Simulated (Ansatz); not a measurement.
# Trajectory cell Hf32O64 of baddeleyite HfO2, uniform strain +0.2 %

Aim: follow the cell under a thermostat, then look at the structure it ends in and at its levels by PBEsol, HSE06 and r²SCAN.

All numbers are computed with Ansatz 0.2.0 (PAW, plane waves).

## 1. Starting point

96 atoms (32 Hf, 64 O); a = 10.212 Å, b = 10.374 Å, c = 10.562 Å, α = 90.00°, β = 99.61°, γ = 90.00°. All atoms were shaken off their sites by about 0.02 Å along each axis.

Steps to follow: (2) PBEsol dynamics at the Γ point alone, on 1 × data-centre GPU with 11 threads; (3) HSE06 single point at the Γ point alone, on 1 × data-centre GPU with 11 threads; (4) r²SCAN single point at the Γ point alone, on 1 × data-centre GPU with 11 threads.

## 2. Molecular dynamics with a thermostat

in.yaml reads:

```yaml
accuracy: low
crystal:
  lattice:
    - [10.212417, 0.000000, -0.028178]
    - [0.000000, 10.373759, 0.000000]
    - [-1.734112, 0.000000, 10.419072]
  atoms:
    - { symbol: Hf, position: [0.134776, 0.018339, 0.104074] }
    - { symbol: Hf, position: [0.137044, 0.022763, 0.604246] }
    - { symbol: Hf, position: [0.140538, 0.519337, 0.105529] }
    - { symbol: Hf, position: [0.137658, 0.524096, 0.604214] }
    - { symbol: Hf, position: [0.631147, 0.017920, 0.104876] }
    - { symbol: Hf, position: [0.640078, 0.023041, 0.607125] }
    - { symbol: Hf, position: [0.640248, 0.524367, 0.104047] }
    - { symbol: Hf, position: [0.638513, 0.518163, 0.606273] }
    - { symbol: Hf, position: [0.359650, 0.274279, 0.145865] }
    - { symbol: Hf, position: [0.359434, 0.273077, 0.643335] }
    - { symbol: Hf, position: [0.360117, 0.771935, 0.145449] }
    - { symbol: Hf, position: [0.360450, 0.772674, 0.646537] }
    - { symbol: Hf, position: [0.860122, 0.269084, 0.143801] }
    - { symbol: Hf, position: [0.860205, 0.270490, 0.645258] }
    - { symbol: Hf, position: [0.861532, 0.771094, 0.143969] }
    - { symbol: Hf, position: [0.856557, 0.767660, 0.644710] }
    - { symbol: Hf, position: [0.359990, 0.478290, 0.396033] }
    - { symbol: Hf, position: [0.361726, 0.478681, 0.900744] }
    - { symbol: Hf, position: [0.359921, 0.981484, 0.398117] }
    - { symbol: Hf, position: [0.361749, 0.974519, 0.893910] }
    - { symbol: Hf, position: [0.863526, 0.476439, 0.395525] }
    - { symbol: Hf, position: [0.861219, 0.477158, 0.899866] }
    - { symbol: Hf, position: [0.861699, 0.979561, 0.398488] }
    - { symbol: Hf, position: [0.862252, 0.979500, 0.895809] }
    - { symbol: Hf, position: [0.140701, 0.233730, 0.350289] }
    - { symbol: Hf, position: [0.139317, 0.228469, 0.858470] }
    - { symbol: Hf, position: [0.138758, 0.726896, 0.348355] }
    - { symbol: Hf, position: [0.141102, 0.725835, 0.851111] }
    - { symbol: Hf, position: [0.637144, 0.226388, 0.351264] }
    - { symbol: Hf, position: [0.639165, 0.232146, 0.857329] }
    - { symbol: Hf, position: [0.642660, 0.729203, 0.357882] }
    - { symbol: Hf, position: [0.638405, 0.729658, 0.853679] }
    - { symbol: O, position: [0.033950, 0.169102, 0.169155] }
    - { symbol: O, position: [0.036738, 0.166471, 0.671244] }
    - { symbol: O, position: [0.033752, 0.665795, 0.171119] }
    - { symbol: O, position: [0.036706, 0.666622, 0.671354] }
    - { symbol: O, position: [0.533674, 0.170643, 0.171042] }
    - { symbol: O, position: [0.532332, 0.169271, 0.668849] }
    - { symbol: O, position: [0.536112, 0.668179, 0.168040] }
    - { symbol: O, position: [0.539734, 0.668668, 0.673006] }
    - { symbol: O, position: [0.466237, 0.418991, 0.079946] }
    - { symbol: O, position: [0.465305, 0.414927, 0.582884] }
    - { symbol: O, position: [0.462274, 0.915827, 0.079546] }
    - { symbol: O, position: [0.461019, 0.918537, 0.574473] }
    - { symbol: O, position: [0.963891, 0.415093, 0.083433] }
    - { symbol: O, position: [0.961111, 0.417573, 0.579990] }
    - { symbol: O, position: [0.966333, 0.914510, 0.080051] }
    - { symbol: O, position: [0.965894, 0.918259, 0.579027] }
    - { symbol: O, position: [0.466221, 0.329540, 0.327482] }
    - { symbol: O, position: [0.463805, 0.335718, 0.832231] }
    - { symbol: O, position: [0.463046, 0.832694, 0.333087] }
    - { symbol: O, position: [0.463765, 0.833941, 0.828294] }
    - { symbol: O, position: [0.965276, 0.330865, 0.331060] }
    - { symbol: O, position: [0.968175, 0.328864, 0.831021] }
    - { symbol: O, position: [0.960069, 0.833256, 0.331362] }
    - { symbol: O, position: [0.967739, 0.834385, 0.830310] }
    - { symbol: O, position: [0.034396, 0.080863, 0.423615] }
    - { symbol: O, position: [0.038614, 0.079533, 0.923422] }
    - { symbol: O, position: [0.035411, 0.577073, 0.418718] }
    - { symbol: O, position: [0.037550, 0.580818, 0.919965] }
    - { symbol: O, position: [0.537769, 0.083939, 0.422046] }
    - { symbol: O, position: [0.534181, 0.081874, 0.921649] }
    - { symbol: O, position: [0.536817, 0.581576, 0.420940] }
    - { symbol: O, position: [0.536393, 0.578558, 0.920359] }
    - { symbol: O, position: [0.223548, 0.381621, 0.241923] }
    - { symbol: O, position: [0.218903, 0.381044, 0.738060] }
    - { symbol: O, position: [0.226200, 0.880469, 0.239870] }
    - { symbol: O, position: [0.220558, 0.877759, 0.738177] }
    - { symbol: O, position: [0.724130, 0.378309, 0.243597] }
    - { symbol: O, position: [0.724110, 0.378765, 0.738494] }
    - { symbol: O, position: [0.724245, 0.878417, 0.238710] }
    - { symbol: O, position: [0.726735, 0.880757, 0.743349] }
    - { symbol: O, position: [0.277399, 0.130457, 0.009086] }
    - { symbol: O, position: [0.275665, 0.129849, 0.508282] }
    - { symbol: O, position: [0.276127, 0.629553, 0.009292] }
    - { symbol: O, position: [0.273149, 0.630815, 0.509247] }
    - { symbol: O, position: [0.777204, 0.128709, 0.007892] }
    - { symbol: O, position: [0.779205, 0.125944, 0.512286] }
    - { symbol: O, position: [0.777132, 0.630416, 0.004806] }
    - { symbol: O, position: [0.773803, 0.628251, 0.510485] }
    - { symbol: O, position: [0.276354, 0.120254, 0.259352] }
    - { symbol: O, position: [0.278058, 0.119836, 0.758463] }
    - { symbol: O, position: [0.275303, 0.622125, 0.255280] }
    - { symbol: O, position: [0.277107, 0.620093, 0.763546] }
    - { symbol: O, position: [0.775530, 0.121386, 0.263625] }
    - { symbol: O, position: [0.774785, 0.122117, 0.758386] }
    - { symbol: O, position: [0.775705, 0.625230, 0.261858] }
    - { symbol: O, position: [0.778415, 0.622821, 0.759854] }
    - { symbol: O, position: [0.224409, 0.373076, 0.490524] }
    - { symbol: O, position: [0.222917, 0.371798, 0.988417] }
    - { symbol: O, position: [0.224825, 0.872407, 0.488232] }
    - { symbol: O, position: [0.220246, 0.868154, 0.987027] }
    - { symbol: O, position: [0.721616, 0.368940, 0.490038] }
    - { symbol: O, position: [0.723915, 0.368800, 0.990296] }
    - { symbol: O, position: [0.725149, 0.868135, 0.484966] }
    - { symbol: O, position: [0.726393, 0.873399, 0.989263] }
kpoints:
  mp_grid: { grid: [1, 1, 1] }
hamiltonian:
  xc: pbesol
scf:
  occupations: { method: fermi_dirac, width: 0.1 }
md:
  ensemble: nvt_langevin
  timestep: 2.5
  n_steps: 240
  temperature: 500
  temperature_schedule: [{ n_steps: 120, end_temperature: 500 }, { n_steps: 120, end_temperature: 500 }]
  friction: 0.02
  initial_velocities: maxwell_boltzmann
  seed: 1
```

Output:

```text
Pseudopotentials: kind: paw
Functional definition: PBEsol
  exchange = pbesol_x
  correlation = pbesol_c
Crystal: 96 atoms, lattice volume = 1103.302 Å³
Basis set: ecut = 420 eV, 21631 PW (Γ), exchange–correlation on 144×144×144 points (8 copies of the dense FFT grid, shifted against one another)
Bands: 730, of which v1, the nominal top of the filled ones, is band 608 counted from 1 (607 counted from 0)
Symmetry: 1 space group operations
k-points: 1
Non-local potential: Hf, projectors of the file, l = 0: 3, l = 1: 2, l = 2: 2, l = 3: 3
Non-local potential: O, projectors of the file, l = 0: 2, l = 1: 2, l = 2: 1
PAW form: soft (Blöchl's): semilocal exchange-correlation on the pseudo side does not see the compensation charge
PAW frozen core: Hf, regenerated for the run's functional, and the local potential with it (the file was generated under x = pbe(κ = 0.804, μ = 0.2195149727645171), c = pbe(β = 0.06672455060314922))
PAW frozen core: O, regenerated for the run's functional, and the local potential with it (the file was generated under x = pbe(κ = 0.804, μ = 0.2195149727645171), c = pbe(β = 0.06672455060314922))
PAW one-centre angular grid: Hf, 590 points (default); XC on 64 Gauss nodes
PAW one-centre angular grid: O, 110 points (default); XC on 64 Gauss nodes
Initial density: superposition of atomic densities (neutral atoms: chi_scale 0, normalization atom), corrected by the library's trained network
Initial wavefunctions: pseudopotential atomic-orbital guess
Functional: x = pbesol(κ = 0.804, μ = 0.12345679012345678), c = pbesol(β = 0.046)
SCF iter   1: F=—  HF=-535208.397815 eV  |F-HF|=—  |Δ(HF+E_count)|=         —  Δρ=1.84e-2  dr2=3.06e0  ethr=1.77e-3  ⟨swp⟩=5.0  Hψ=2263  notcnv=0  defer=33
preconditioner: auto → Resta (q_TF=auto, 2.773 Å⁻¹)  ε∞=5.5  [insulator: Δε(μ)=3.598 eV  Ē_g=17.947 eV  σ=0.100 eV  W_gap=1.00  n_scr=410 (ndim 8)  ℏωp=37.9 eV  f_vac=0.075  D(μ)=0.00/eV (n_scr^D=0)  ε∞_Penn≈5.5]
SCF iter   2: F=—  HF=-535207.626297 eV  |F-HF|=—  |Δ(HF+E_count)|=   7.72e-1  Δρ=2.97e-3  dr2=3.76e-2  ethr=2.52e-4  ⟨swp⟩=2.0  Hψ=1331  notcnv=0  defer=95
[... 6 lines of SCF cycles left out ...]
SCF iter   9: F=—  HF=-535207.639868 eV  |F-HF|=—  |Δ(HF+E_count)|=   2.97e-7  Δρ=4.36e-6  dr2=1.96e-7  ethr=7.89e-12  ⟨swp⟩=5.0  Hψ=2737  notcnv=0
SCF iter  10: F=-535207.639868 eV  HF=-535207.639868 eV  |F-HF|=1.21e-8  |Δ(HF+E_count)|=   4.87e-8  Δρ=1.60e-6  dr2=3.15e-8  ethr=7.89e-12  ⟨swp⟩=5.0  Hψ=2445  notcnv=0
SCF 1 converged in 10 iterations: F = -535207.639868 eV  dr2 = 3.15e-8
md step     0: t =     0.00 fs  T =   494.8 K (target 500.0 K)  F+E_penalty+E_count = -535207.63986784 eV  E_kin = 6.139850 eV  (10 SCF iters)
[... from here on, the SCF cycles and remarks between the steps are left out, and one step in 5 is shown ...]
md step     1: t =     2.50 fs  T =   461.5 K (target 500.0 K)  F+E_penalty+E_count = -535207.51141743 eV  E_kin = 5.726340 eV  (9 SCF iters)
md step     4: t =    10.00 fs  T =   399.4 K (target 500.0 K)  F+E_penalty+E_count = -535206.15608543 eV  E_kin = 4.956559 eV  (9 SCF iters)
md step     9: t =    22.50 fs  T =   348.7 K (target 500.0 K)  F+E_penalty+E_count = -535204.45622739 eV  E_kin = 4.327423 eV  (7 SCF iters)
md step    14: t =    35.00 fs  T =   413.2 K (target 500.0 K)  F+E_penalty+E_count = -535204.30856761 eV  E_kin = 5.127804 eV  (7 SCF iters)
md step    19: t =    47.50 fs  T =   380.6 K (target 500.0 K)  F+E_penalty+E_count = -535203.63989579 eV  E_kin = 4.722268 eV  (7 SCF iters)
md step    24: t =    60.00 fs  T =   451.4 K (target 500.0 K)  F+E_penalty+E_count = -535203.53090901 eV  E_kin = 5.601692 eV  (7 SCF iters)
md step    29: t =    72.50 fs  T =   442.7 K (target 500.0 K)  F+E_penalty+E_count = -535202.92982702 eV  E_kin = 5.493101 eV  (7 SCF iters)
md step    34: t =    85.00 fs  T =   493.3 K (target 500.0 K)  F+E_penalty+E_count = -535203.03812949 eV  E_kin = 6.121775 eV  (7 SCF iters)
md step    39: t =    97.50 fs  T =   459.2 K (target 500.0 K)  F+E_penalty+E_count = -535202.99533010 eV  E_kin = 5.697667 eV  (7 SCF iters)
md step    44: t =   110.00 fs  T =   504.8 K (target 500.0 K)  F+E_penalty+E_count = -535203.33765195 eV  E_kin = 6.264186 eV  (7 SCF iters)
md step    49: t =   122.50 fs  T =   413.8 K (target 500.0 K)  F+E_penalty+E_count = -535202.55838996 eV  E_kin = 5.134689 eV  (7 SCF iters)
md step    54: t =   135.00 fs  T =   493.8 K (target 500.0 K)  F+E_penalty+E_count = -535203.16185163 eV  E_kin = 6.127756 eV  (7 SCF iters)
md step    59: t =   147.50 fs  T =   484.2 K (target 500.0 K)  F+E_penalty+E_count = -535202.95539636 eV  E_kin = 6.008980 eV  (7 SCF iters)
md step    64: t =   160.00 fs  T =   430.1 K (target 500.0 K)  F+E_penalty+E_count = -535202.79003229 eV  E_kin = 5.336514 eV  (7 SCF iters)
md step    69: t =   172.50 fs  T =   491.2 K (target 500.0 K)  F+E_penalty+E_count = -535203.60337021 eV  E_kin = 6.095333 eV  (7 SCF iters)
md step    74: t =   185.00 fs  T =   478.4 K (target 500.0 K)  F+E_penalty+E_count = -535203.01734696 eV  E_kin = 5.936468 eV  (7 SCF iters)
md step    79: t =   197.50 fs  T =   484.5 K (target 500.0 K)  F+E_penalty+E_count = -535203.23707217 eV  E_kin = 6.011837 eV  (7 SCF iters)
md step    84: t =   210.00 fs  T =   473.6 K (target 500.0 K)  F+E_penalty+E_count = -535203.29605201 eV  E_kin = 5.877220 eV  (7 SCF iters)
md step    89: t =   222.50 fs  T =   456.6 K (target 500.0 K)  F+E_penalty+E_count = -535202.80923241 eV  E_kin = 5.665595 eV  (7 SCF iters)
md step    94: t =   235.00 fs  T =   421.4 K (target 500.0 K)  F+E_penalty+E_count = -535202.47749046 eV  E_kin = 5.229499 eV  (7 SCF iters)
md step    99: t =   247.50 fs  T =   493.3 K (target 500.0 K)  F+E_penalty+E_count = -535203.28493900 eV  E_kin = 6.121885 eV  (7 SCF iters)
md step   104: t =   260.00 fs  T =   462.7 K (target 500.0 K)  F+E_penalty+E_count = -535203.41564021 eV  E_kin = 5.741332 eV  (7 SCF iters)
md step   109: t =   272.50 fs  T =   431.4 K (target 500.0 K)  F+E_penalty+E_count = -535203.40289544 eV  E_kin = 5.352611 eV  (7 SCF iters)
md step   114: t =   285.00 fs  T =   495.0 K (target 500.0 K)  F+E_penalty+E_count = -535203.96364220 eV  E_kin = 6.141974 eV  (7 SCF iters)
md step   119: t =   297.50 fs  T =   418.8 K (target 500.0 K)  F+E_penalty+E_count = -535203.08984553 eV  E_kin = 5.196393 eV  (7 SCF iters)
md step   124: t =   310.00 fs  T =   426.7 K (target 500.0 K)  F+E_penalty+E_count = -535202.02977516 eV  E_kin = 5.295253 eV  (7 SCF iters)
md step   129: t =   322.50 fs  T =   560.1 K (target 500.0 K)  F+E_penalty+E_count = -535203.42594484 eV  E_kin = 6.950425 eV  (7 SCF iters)
md step   134: t =   335.00 fs  T =   522.8 K (target 500.0 K)  F+E_penalty+E_count = -535203.14145804 eV  E_kin = 6.487323 eV  (7 SCF iters)
md step   139: t =   347.50 fs  T =   491.3 K (target 500.0 K)  F+E_penalty+E_count = -535202.38964601 eV  E_kin = 6.096927 eV  (7 SCF iters)
md step   144: t =   360.00 fs  T =   508.9 K (target 500.0 K)  F+E_penalty+E_count = -535202.81835512 eV  E_kin = 6.314998 eV  (7 SCF iters)
md step   149: t =   372.50 fs  T =   559.3 K (target 500.0 K)  F+E_penalty+E_count = -535202.90518369 eV  E_kin = 6.939999 eV  (7 SCF iters)
md step   154: t =   385.00 fs  T =   498.3 K (target 500.0 K)  F+E_penalty+E_count = -535202.58683561 eV  E_kin = 6.183547 eV  (7 SCF iters)
md step   159: t =   397.50 fs  T =   509.4 K (target 500.0 K)  F+E_penalty+E_count = -535202.09438740 eV  E_kin = 6.320784 eV  (7 SCF iters)
md step   164: t =   410.00 fs  T =   589.7 K (target 500.0 K)  F+E_penalty+E_count = -535202.82254568 eV  E_kin = 7.317808 eV  (7 SCF iters)
md step   169: t =   422.50 fs  T =   525.1 K (target 500.0 K)  F+E_penalty+E_count = -535203.12640483 eV  E_kin = 6.515869 eV  (7 SCF iters)
md step   174: t =   435.00 fs  T =   465.6 K (target 500.0 K)  F+E_penalty+E_count = -535202.87935845 eV  E_kin = 5.777827 eV  (7 SCF iters)
md step   179: t =   447.50 fs  T =   419.0 K (target 500.0 K)  F+E_penalty+E_count = -535201.81307094 eV  E_kin = 5.199317 eV  (7 SCF iters)
md step   184: t =   460.00 fs  T =   488.0 K (target 500.0 K)  F+E_penalty+E_count = -535202.69129293 eV  E_kin = 6.056102 eV  (7 SCF iters)
md step   189: t =   472.50 fs  T =   520.3 K (target 500.0 K)  F+E_penalty+E_count = -535203.18418913 eV  E_kin = 6.456861 eV  (7 SCF iters)
md step   194: t =   485.00 fs  T =   524.2 K (target 500.0 K)  F+E_penalty+E_count = -535202.79632137 eV  E_kin = 6.505294 eV  (7 SCF iters)
md step   199: t =   497.50 fs  T =   532.7 K (target 500.0 K)  F+E_penalty+E_count = -535202.68492704 eV  E_kin = 6.610328 eV  (7 SCF iters)
md step   204: t =   510.00 fs  T =   494.6 K (target 500.0 K)  F+E_penalty+E_count = -535202.28990579 eV  E_kin = 6.137689 eV  (7 SCF iters)
md step   209: t =   522.50 fs  T =   515.3 K (target 500.0 K)  F+E_penalty+E_count = -535201.47424423 eV  E_kin = 6.394562 eV  (7 SCF iters)
md step   214: t =   535.00 fs  T =   549.3 K (target 500.0 K)  F+E_penalty+E_count = -535201.56406418 eV  E_kin = 6.816069 eV  (7 SCF iters)
md step   219: t =   547.50 fs  T =   556.9 K (target 500.0 K)  F+E_penalty+E_count = -535201.53533617 eV  E_kin = 6.911094 eV  (7 SCF iters)
md step   224: t =   560.00 fs  T =   573.6 K (target 500.0 K)  F+E_penalty+E_count = -535201.44625657 eV  E_kin = 7.118185 eV  (7 SCF iters)
md step   229: t =   572.50 fs  T =   552.0 K (target 500.0 K)  F+E_penalty+E_count = -535201.69897688 eV  E_kin = 6.850279 eV  (7 SCF iters)
md step   234: t =   585.00 fs  T =   499.3 K (target 500.0 K)  F+E_penalty+E_count = -535201.18773504 eV  E_kin = 6.196362 eV  (7 SCF iters)
md step   239: t =   597.50 fs  T =   480.2 K (target 500.0 K)  F+E_penalty+E_count = -535201.88774730 eV  E_kin = 5.958367 eV  (7 SCF iters)
md step   240: t =   600.00 fs  T =   515.5 K (target 500.0 K)  F+E_penalty+E_count = -535202.07586904 eV  E_kin = 6.396479 eV  (9 SCF iters)
SCF converged after 9 iterations
Free energy (F): -535202.075869 eV
Harris-Foulkes:  -535202.075869 eV  (|F-HF|=1.90e-8)
Internal energy: -535202.075869 eV  (E = F + TS)
E sigma→0 (E₀):  -535202.075869 eV
Entropy (-TS):   -0.000000 eV (-0.000 meV/atom)
Fermi energy:    16.167328 eV
--- Per-component energies (eV) ---
  E_band       = 28.907604
  E_kinetic    = 24702.634148
  E_local      = -196947.908647  (includes V_loc(G=0)·N_el)
  E_nonlocal   = -36492.434488
  E_hartree    = 90040.747987
  E_xc         = -14192.150251
  E_vxc        = -14501.127441  (∫ρ·V_xc dr)
  E_paw        = -227581.378394  (= ΣΔE_a)
  E_vpaw       = 43186.086461  (= ΣTr[D̂ρ^β])
  E_aug_tail   = 0.158396  (compensation charges beyond the density's cutoff)
  E_ewald      = -174774.037976
  E_core_change = 42.293357  (= ΣΔE_core)
  E_smearing   = -0.000000  (= −TS)
  E_closure    = -0.000000  (closes the sum)
  Σ components = -535202.075869   (vs F -535202.075869, Δ=0.00e0)
--- Forces (eV/Å), atoms counted from 1 ---
  atom   1  Hf    -0.38276823    -1.51677049     0.57459287
  atom   2  Hf    -0.66196714     0.37992833    -0.52269373
[... 4 atoms left out ...]
  atom   7  Hf    -3.13302794    -2.49716898    -0.72127115
[... 4 atoms left out ...]
  atom  12  Hf     1.70132763    -0.65856561    -1.56420901
[... 1 atom left out ...]
  atom  14  Hf    -0.87611898     2.22999019    -1.67297901
[... 2 atoms left out ...]
  atom  17  Hf    -2.20015606     1.94214833    -0.38542372
[... 8 atoms left out ...]
  atom  26  Hf     2.98862963    -0.46424504     1.42132397
[... 3 atoms left out ...]
  atom  30  Hf     0.30181946    -0.29377674     2.53376850
[... 18 atoms left out ...]
  atom  49  O      0.85200784    -2.34120981    -1.00258668
[... 15 atoms left out ...]
  atom  65  O      0.68339202    -2.00662613     1.36962814
[... 31 atoms left out ...]
  max |Σ_I F_I| component: 9.44e-5 eV/Å
--- MD trajectory: 240 steps, t = 0.0 → 600.0 fs ---
  final state: T = 515.5 K   F+E_penalty+E_count = -535202.07586904 eV   E_kin = 6.396479 eV
```

Run time: 2.9 min. Hardware: 1 × data-centre GPU with 11 threads, shared host; peak host memory 1.3 GiB.

Samples of the trajectory:

| step | time (fs) | T (K) | potential energy change (meV/atom) |
| --- | --- | --- | --- |
| 0 | 0 | 495 | 0 |
| 15 | 38 | 417 | 36 |
| 30 | 75 | 426 | 50 |
| 45 | 112 | 496 | 46 |
| 60 | 150 | 476 | 50 |
| 75 | 188 | 474 | 49 |
| 90 | 225 | 446 | 51 |
| 105 | 262 | 468 | 46 |
| 120 | 300 | 429 | 49 |
| 135 | 338 | 511 | 50 |
| 150 | 375 | 528 | 51 |
| 165 | 412 | 566 | 50 |
| 180 | 450 | 431 | 62 |
| 195 | 488 | 545 | 51 |
| 210 | 525 | 543 | 65 |
| 225 | 562 | 538 | 65 |
| 240 | 600 | 515 | 58 |

Median shift from start to end (nearest image): Hf 0.14 Å, O 0.16 Å.

Pair distribution of the last frame, all pairs:

```tsv
r (Å)	g(r)
1.05	0.00
1.25	0.00
1.45	0.00
1.65	0.00
1.85	0.00
2.05	2.77
2.25	1.92
2.45	0.57
2.65	1.41
2.85	1.36
3.05	0.51
3.25	0.43
3.45	1.14
3.75	1.07
3.95	1.27
4.15	0.91
4.35	1.11
4.55	1.04
4.75	0.72
4.95	0.86
5.15	0.93
5.35	1.35
5.55	0.96
5.75	0.99
5.95	0.86
```

[end of part 1 of 3]
